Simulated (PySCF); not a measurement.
# C3H9GeN: the cost of one run

The runs use PySCF 2.14.0, with density-fitted response routines of our own; the level of theory stands in each step. All values are computed, except where a source is named. Atoms count from 0, in the outputs and in this text.

**1. The molecule as given**

14 atoms, charge 0, multiplicity 1; geometry from: PBE0-D3(BJ)/def2-SVP.

Bonds of the start (Å): C0–N1 1.26, N1–C2 1.44, C2–C3 1.52, C3–Ge4 1.97, C0–H5 1.11, C0–H6 1.10, C2–H7 1.10, C2–H8 1.11, C3–H9 1.10, C3–H10 1.10, Ge4–H11 1.54, Ge4–H12 1.54, Ge4–H13 1.55.

**2. Core holes by ΔSCF: SCAN, X2C**

The job: settings as JSON, then the geometry in Å.

```
{"job": {"kind": "xps"}, "charge": 0, "multiplicity": 1}
C     -2.286448     0.612221    -0.142504
N     -1.121496     0.163670    -0.320250
C     -0.592220    -0.809513     0.600127
C      0.720879    -0.316843     1.195230
Ge     1.948682     0.401808    -0.165551
H     -2.941246     0.286451     0.691486
H     -2.693427     1.362385    -0.835627
H     -0.396740    -1.728396     0.019342
H     -1.317289    -1.075741     1.398900
H      0.534046     0.480477     1.933053
H      1.227098    -1.136300     1.728691
H      1.988341    -0.539422    -1.384666
H      1.555781     1.818081    -0.612839
H      3.366572     0.466034     0.446288
```

With the program's defaults for keys left out, this is: delta-SCF UKS SCAN, pcX-2 on the ionised atom, pcseg-1 elsewhere, spin-free X2C.

Command:

```bash
$ OMP_NUM_THREADS=1 python probes_run.py task.json out
```

One launch serves the whole session: the jobs run in the order shown.

**Question.** How long does this first job take on 1 thread of Arm Neoverse V1, shared host, and how much memory does it need?

About 30 s, with a peak of 0.55 GiB.
